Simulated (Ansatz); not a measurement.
# C2H6BN: up Jacob's ladder to CCSD(T)

One table from this session's results is given with a row withheld; the runs are named, their logs left out.

The runs use Ansatz 0.2.0, Gaussian basis; functionals in def2-TZVPP, the program's frozen cores in correlated methods.

Plan: LDA (SPW92), PBE-D4, revPBE-D4, BLYP-D4, r2SCAN-D4, B97M-V, PBE0-D4, B3LYP-D4, r2SCANh-D4, r2SCAN0-D4, HSE06-D4, BHLYP-D4, CAM-B3LYP-D4, LC-ωPBE, ωB97X-V, ωB97M-V, B2PLYP, PBE-QIDH; CCSD(T)/def2-SVP; CCSD(T)/def2-TZVPP; MP2/def2-QZVPP; extrapolation to the limit; RPA on PBE.

1 further run of the same task is left out (it didn't finish).

**The relaxed structure**

All runs share one geometry, relaxed beforehand with PBE0-D4 in a triple-zeta def2 set.

SMILES `C=NBC`, 10 atoms, charge 0, spin multiplicity 1.

Atoms are counted from 1 here; the program's logs count them from 0.

Bond lengths: C1–N2 1.240 Å, C1–H5 1.095 Å, C1–H6 1.095 Å, N2–B3 1.359 Å, B3–C4 1.573 Å, B3–H7 1.202 Å, C4–H8 1.095 Å, C4–H9 1.091 Å, C4–H10 1.095 Å. Angles: N2–C1–H5 121.6°, N2–C1–H6 121.6°, H5–C1–H6 116.8°, C1–N2–B3 180.0°, N2–B3–C4 122.2°, N2–B3–H7 116.1°, C4–B3–H7 121.8°, B3–C4–H8 109.9°, B3–C4–H9 113.8°, B3–C4–H10 110.0°, H8–C4–H9 108.4°, H8–C4–H10 105.9°, H9–C4–H10 108.4°.

The first run:

in.yaml reads:

```yaml
crystal:
  periodic: [false, false, false]
  atoms:
    - {symbol: C, position_ang: [-1.212075, 0.914999, -1.429798]}
    - {symbol: N, position_ang: [-0.383705, 0.214184, -0.829355]}
    - {symbol: B, position_ang: [0.523891, -0.554664, -0.172123]}
    - {symbol: C, position_ang: [0.741498, -0.449234, 1.382644]}
    - {symbol: H, position_ang: [-0.944003, 1.892269, -1.844364]}
    - {symbol: H, position_ang: [-2.246366, 0.585480, -1.572846]}
    - {symbol: H, position_ang: [1.153598, -1.323090, -0.848227]}
    - {symbol: H, position_ang: [0.561687, -1.422132, 1.851632]}
    - {symbol: H, position_ang: [0.102866, 0.291011, 1.867578]}
    - {symbol: H, position_ang: [1.785710, -0.200024, 1.597759]}
basis:
  gaussian: {orbitals: def2-TZVPP}
hamiltonian: {xc: lda}
output: {orbitals: {seedname: orbitals}}
```

Among the steps run: LDA; PBE-D4 (GGA); revPBE-D4 (GGA); BLYP-D4 (GGA); r2SCAN-D4 (meta-GGA); B97M-V (meta-GGA); PBE0-D4 (hybrid); B3LYP-D4 (hybrid); r2SCANh-D4 (hybrid); r2SCAN0-D4 (hybrid); HSE06-D4 (hybrid); BHLYP-D4 (hybrid); CAM-B3LYP-D4 (range-separated); LC-ωPBE (range-separated); ωB97X-V (range-separated); ωB97M-V (range-separated); B2PLYP (double hybrid); PBE-QIDH (double hybrid).

One table of the session follows, with a row left open; its other results are not shown here.

It belongs to the step «Frontier levels by functional». 

```
  functional  HOMO (eV)  gap (eV)
 LDA (SPW92)      -6.41      4.35
      PBE-D4      -6.29      4.45
   revPBE-D4      -6.24      4.48
     BLYP-D4      -6.18      4.46
   r2SCAN-D4          ?         ?
      B97M-V      -6.59      5.06
     PBE0-D4      -7.58      6.83
    B3LYP-D4      -7.37      6.36
  r2SCANh-D4      -6.98      5.79
  r2SCAN0-D4      -7.73      7.13
    HSE06-D4      -7.18      6.04
    BHLYP-D4      -8.81      9.24
CAM-B3LYP-D4      -8.98      9.39
     LC-ωPBE     -10.33     11.97
     ωB97X-V      -9.98     11.53
     ωB97M-V      -9.90     11.30
```

Estimate the missing values for r2SCAN-D4.

Worked estimate for «HOMO (eV)». Against the share of exact exchange, r2SCANh-D4 (0.1, -6.98), r2SCAN0-D4 (0.25, -7.73) give a slope of -5.00 per unit share; at 0 the line stands at -6.48.

The run gave: HOMO (eV): -6.49; gap (eV): 4.89. In «HOMO (eV)» the line misses by +0.01.
